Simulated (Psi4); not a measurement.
# SiHF3 (SMILES F[SiH](F)F) at 3 levels

Wanted: a comparison of 3 runs (HSE06/def2-SVPD, TPSSh/def2-SVPD, wB97X-V/def2-SVPD) of SiHF3. 

The results are computed with Psi4 1.11.

### 1 Starting point

SiHF3: 5 atoms, total charge 0, spin state singlet. SMILES: `F[SiH](F)F`. The Si2–F4 distance was set to 3.460 Å, away from the relaxed value. At this shape a bond of the SMILES string is far longer than usual.

Bond lengths: F1–Si2 1.573 Å, Si2–F3 1.573 Å, Si2–H5 1.461 Å. Angles: F1–Si2–F3 108.3°, F1–Si2–H5 110.7°, F3–Si2–H5 110.7°.

### 2 Energy and forces at HSE06/def2-SVPD (run 1)

The input, calc.py:

```python
import psi4

psi4.set_memory(1600000000)
psi4.set_num_threads(1)
psi4.set_output_file('f3hsi.out', False)

molecule = psi4.geometry("""
F      0.196830     1.435823     2.409794
Si     0.684630     1.519723     0.916694
F      0.046830     2.799423     0.261294
F     -0.495900    -1.263300    -0.767200
H      2.143330     1.580423     0.853394
symmetry c1
no_reorient
no_com
""")

psi4.set_options({
    'basis': 'def2-SVPD',
    'reference': 'rks',
    'puream': True,
    'e_convergence': 1e-09,
    'd_convergence': 1e-08,
    'scf_type': 'pk',
    'dft_radial_points': 99,
    'dft_spherical_points': 590,
})

E, wfn = psi4.gradient("hse06", return_wfn=True)
psi4.oeprop(wfn, "WIBERG_LOWDIN_INDICES", "DIPOLE", "MAYER_INDICES")
print('gradient / Eh bohr^-1')
print(E.np.round(6))
print(f'energy = {wfn.energy():.10f} Eh')
for k, v in sorted(psi4.core.scalar_variables().items()):
    print(f'{k:45s} {v:18.10f}')
```

Run with:

```bash
python calc.py
```

f3hsi.out:

```text
[...]
  Running in c1 symmetry.
[...]
  Nuclear repulsion =  151.166411406034456
[...]
  Multiplicity = 1
[...]
  Nalpha       = 21
  Nbeta        = 21
[...]
    Number of basis functions: 101
[...]
   @RKS iter   1:  -588.60026672128879   -3.29974e-01   7.98146e-03 DIIS/ADIIS
[...]
   @RKS iter  16:  -588.89660297794126   -1.16415e-10   9.95737e-09 DIIS
[...]
    Orbital Energies [Eh]
    ---------------------
    Doubly Occupied:
       1A    -66.464597     2A    -24.866916     3A    -24.866857
       4A    -24.652345     5A     -5.531016     6A     -3.870669
       7A     -3.869667     8A     -3.865981     9A     -1.304319
      10A     -1.283860    11A     -0.999133    12A     -0.667914
      13A     -0.596621    14A     -0.576651    15A     -0.561033
      16A     -0.532375    17A     -0.519906    18A     -0.493245
      19A     -0.288101    20A     -0.288047    21A     -0.288013
[...]
  @RKS Final Energy:  -588.89660297794126
   => Energetics <=
    Nuclear Repulsion Energy =            151.1664114060344559
    One-Electron Energy =               -1118.5881345031182263
    Two-Electron Energy =                 418.6694669473541808
    DFT Exchange-Correlation Energy =     -40.1443468282117735
    Empirical Dispersion Energy =           0.0000000000000000
    VV10 Nonlocal Energy =                  0.0000000000000000
    Total Energy =                       -588.8966029779412565
[...]
  -Total Gradient:
     Atom            X                  Y                   Z
    ------   -----------------  -----------------  -----------------
       1        0.008750910027     0.008689843487    -0.014983962682
       2       -0.001372724973     0.018601458666     0.011811334398
       3        0.010762446321    -0.009319334231     0.013311964069
       4       -0.011545952890    -0.026311153237    -0.015892641380
       5       -0.006660896267     0.008267484945     0.005712561906
[...]
 Multipole Moments:
 ------------------------------------------------------------------------------------
     Multipole            Electronic (a.u.)      Nuclear  (a.u.)        Total (a.u.)
 ------------------------------------------------------------------------------------
 L = 1.  Multiply by 2.5417464519 to convert [e a0] to [Debye]
 Dipole X            :        -16.3191963           17.8730108            1.5538144
 Dipole Y            :        -91.4801309           93.7380862            2.2579553
 Dipole Z            :        -56.9209625           58.2453314            1.3243689
 Magnitude           :                                                    3.0441180
[...]
```

Standard output:

```text
gradient / Eh bohr^-1
[[ 0.008751  0.00869  -0.014984]
 [-0.001373  0.018601  0.011811]
 [ 0.010762 -0.009319  0.013312]
 [-0.011546 -0.026311 -0.015893]
 [-0.006661  0.008267  0.005713]]
energy = -588.8966029779 Eh
CURRENT ENERGY                                   -588.8966029779
CURRENT REFERENCE ENERGY                         -588.8966029779
DD SOLVATION ENERGY                                 0.0000000000
DFT FUNCTIONAL TOTAL ENERGY                      -588.8966029779
DFT TOTAL ENERGY                                 -588.8966029779
DFT VV10 ENERGY                                     0.0000000000
DFT XC ENERGY                                     -40.1443468282
GRID ELECTRONS ALPHA                               21.0000003820
GRID ELECTRONS BETA                                21.0000003820
GRID ELECTRONS TOTAL                               42.0000007640
NUCLEAR REPULSION ENERGY                          151.1664114060
ONE-ELECTRON ENERGY                             -1118.5881345031
PCM POLARIZATION ENERGY                             0.0000000000
PE ENERGY                                           0.0000000000
SCF ITERATION ENERGY                             -588.8966029779
SCF ITERATIONS                                     16.0000000000
SCF TOTAL ENERGY                                 -588.8966029779
TWO-ELECTRON ENERGY                               418.6694669474
XC GRID RADIAL POINTS                              99.0000000000
XC GRID SPHERICAL POINTS                          590.0000000000
XC GRID TOTAL POINTS                           283898.0000000000
```

It took 31 s on 1 thread of Intel Xeon 6975P-C (Granite Rapids), shared host; peak memory 0.84 GiB.

### 3 The energy at TPSSh/def2-SVPD (run 2)

The input, job.py:

```python
import psi4

psi4.set_memory('1600 MB')
psi4.set_num_threads(1)
psi4.set_output_file('psi4.out', False)

molecule = psi4.geometry("""
0 1
F      0.196830     1.435823     2.409794
Si     0.684630     1.519723     0.916694
F      0.046830     2.799423     0.261294
F     -0.495900    -1.263300    -0.767200
H      2.143330     1.580423     0.853394
units angstrom
symmetry c1
""")

psi4.set_options({
    'puream': True,
    'e_convergence': 1e-09,
    'd_convergence': 1e-08,
    'scf_type': 'pk',
    'dft_radial_points': 99,
    'dft_spherical_points': 590,
})

energy_value, wavefunction = psi4.energy('tpssh/def2-SVPD', return_wfn=True)
print(f'tpssh/def2-SVPD energy: {energy_value:.10f} Eh')
```

Run with:

```bash
python job.py
```

psi4.out:

```text
[...]
  Running in c1 symmetry.
[...]
  Nuclear repulsion =  151.166411406034456
[...]
  Multiplicity = 1
[...]
  Nalpha       = 21
  Nbeta        = 21
[...]
    Number of basis functions: 101
[...]
   @RKS iter   1:  -588.95208089484390   -2.74020e-01   8.27002e-03 DIIS/ADIIS
[...]
   @RKS iter  18:  -589.27314917211982   -4.32010e-12   5.34012e-09 DIIS
[...]
    Orbital Energies [Eh]
    ---------------------
    Doubly Occupied:
       1A    -66.195927     2A    -24.711009     3A    -24.710953
       4A    -24.508995     5A     -5.420404     6A     -3.774276
       7A     -3.773410     8A     -3.769260     9A     -1.259155
      10A     -1.239432    11A     -0.968680    12A     -0.637013
      13A     -0.565793    14A     -0.547663    15A     -0.530411
      16A     -0.501606    17A     -0.489058    18A     -0.472555
      19A     -0.281307    20A     -0.268499    21A     -0.268458
[...]
  @RKS Final Energy:  -589.27314917211982
   => Energetics <=
    Nuclear Repulsion Energy =            151.1664114060344559
    One-Electron Energy =               -1118.6946374125216153
    Two-Electron Energy =                 425.7317861536961914
    DFT Exchange-Correlation Energy =     -47.4767093193288261
    Empirical Dispersion Energy =           0.0000000000000000
    VV10 Nonlocal Energy =                  0.0000000000000000
    Total Energy =                       -589.2731491721197017
[...]
 Multipole Moments:
 ------------------------------------------------------------------------------------
     Multipole            Electronic (a.u.)      Nuclear  (a.u.)        Total (a.u.)
 ------------------------------------------------------------------------------------
 L = 1.  Multiply by 2.5417464519 to convert [e a0] to [Debye]
 Dipole X            :         -1.1672792            2.6216727            1.4543935
 Dipole Y            :          1.2309153            0.8994290            2.1303443
 Dipole Z            :          0.8625884            0.3877344            1.2503228
 Magnitude           :                                                    2.8665196
[...]
```

On the terminal:

```text
tpssh/def2-SVPD energy: -589.2731491721 Eh
```

Run time: 31 s. Hardware: 1 thread of Intel Xeon 6975P-C (Granite Rapids), shared host; peak memory 0.74 GiB.

### 4 A single-point energy at wB97X-V/def2-SVPD (run 3)

The input, f3hsi.xyz:

```xyz
5
F3HSi
F      0.196830     1.435823     2.409794
Si     0.684630     1.519723     0.916694
F      0.046830     2.799423     0.261294
F     -0.495900    -1.263300    -0.767200
H      2.143330     1.580423     0.853394
```

The input, calc.py:

```python
import psi4

psi4.set_memory(1600000000)
psi4.set_num_threads(1)
psi4.core.set_output_file('f3hsi.out', False)

with open('f3hsi.xyz') as f:
    atoms = ''.join(f.readlines()[2:])
geom = psi4.geometry('0 1\n' + atoms + 'symmetry c1\nno_reorient\nno_com')

psi4.set_options({
    'basis': 'def2-SVPD',
    'puream': True,
    'e_convergence': 1e-09,
    'd_convergence': 1e-08,
    'scf_type': 'pk',
    'dft_radial_points': 99,
    'dft_spherical_points': 590,
})

e_tot = psi4.energy('wb97x-v')
print(f'wb97x-v energy: {e_tot:.10f} Eh')
```

Run with:

```bash
python calc.py
```

f3hsi.out:

```text
[...]
  Running in c1 symmetry.
[...]
  Nuclear repulsion =  151.166411406034456
[...]
  Multiplicity = 1
[...]
  Nalpha       = 21
  Nbeta        = 21
[...]
    Number of basis functions: 101
[...]
   @RKS iter   1:  -588.82707361680309   -6.31953e-01   7.65339e-03 ADIIS/DIIS
[...]
   @RKS iter  15:  -589.10290973545307   -6.13909e-12   5.13380e-09 DIIS
[...]
    Orbital Energies [Eh]
    ---------------------
    Doubly Occupied:
       1A    -66.381585     2A    -24.882906     3A    -24.882853
       4A    -24.635460     5A     -5.623782     6A     -3.980560
       7A     -3.978626     8A     -3.974657     9A     -1.427484
      10A     -1.405984    11A     -1.091604    12A     -0.792834
      13A     -0.716064    14A     -0.701044    15A     -0.683261
      16A     -0.651630    17A     -0.638338    18A     -0.610455
      19A     -0.379901    20A     -0.379864    21A     -0.370251
[...]
  @RKS Final Energy:  -589.10290973545307
   => Energetics <=
    Nuclear Repulsion Energy =            151.1664114060344559
    One-Electron Energy =               -1118.1429533035091026
    Two-Electron Energy =                 416.1426170844898138
    DFT Exchange-Correlation Energy =     -38.4469230904882764
    Empirical Dispersion Energy =           0.0000000000000000
    VV10 Nonlocal Energy =                  0.1779381680199664
    Total Energy =                       -589.1029097354531814
[...]
 Multipole Moments:
 ------------------------------------------------------------------------------------
     Multipole            Electronic (a.u.)      Nuclear  (a.u.)        Total (a.u.)
 ------------------------------------------------------------------------------------
 L = 1.  Multiply by 2.5417464519 to convert [e a0] to [Debye]
 Dipole X            :        -16.1878217           17.8730108            1.6851891
 Dipole Y            :        -91.1743655           93.7380862            2.5637207
 Dipole Z            :        -56.7360726           58.2453314            1.5092588
 Magnitude           :                                                    3.4191210
[...]
```

The script printed:

```text
wb97x-v energy: -589.1029097355 Eh
```

Wall time 54 s (1 thread of Intel Xeon 6975P-C (Granite Rapids), shared host); peak memory 0.85 GiB.

### 5 All runs side by side

```csv
run,level,task,properties,energy (Eh),dipole moment (D),HOMO energy (eV),LUMO energy (eV),wall time
1,HSE06/def2-SVPD,gradient,"(wiberg, dipole, mayer)",-588.896603,7.74,-7.84,-6.14,31 s
2,TPSSh/def2-SVPD,energy,–,-589.273149,7.29,-7.31,-6.04,31 s
3,wB97X-V/def2-SVPD,energy,–,-589.102910,8.69,-10.08,-3.82,54 s
```

### 6 What came out

| quantity | value |
| --- | --- |
| run 3: total energy | -589.10291 Eh |
| run 3: dipole moment | 8.69 D |
| run 3: HOMO energy | -10.08 eV |
| run 3: LUMO energy | -3.82 eV |
| run 3: HOMO–LUMO gap | 6.26 eV |

In words: The dipole moment (its size) runs from 7.29 D (TPSSh/def2-SVPD) to 8.69 D (wB97X-V/def2-SVPD). The HOMO–LUMO gap runs from 1.26 eV (TPSSh/def2-SVPD) to 6.26 eV (wB97X-V/def2-SVPD). Totals of different functionals can't be ranked against each other. In runs 1, 2, 3 a closed-shell determinant meets a far-stretched bond, which it describes badly. All runs together took 1.9 min, the longest 54 s.
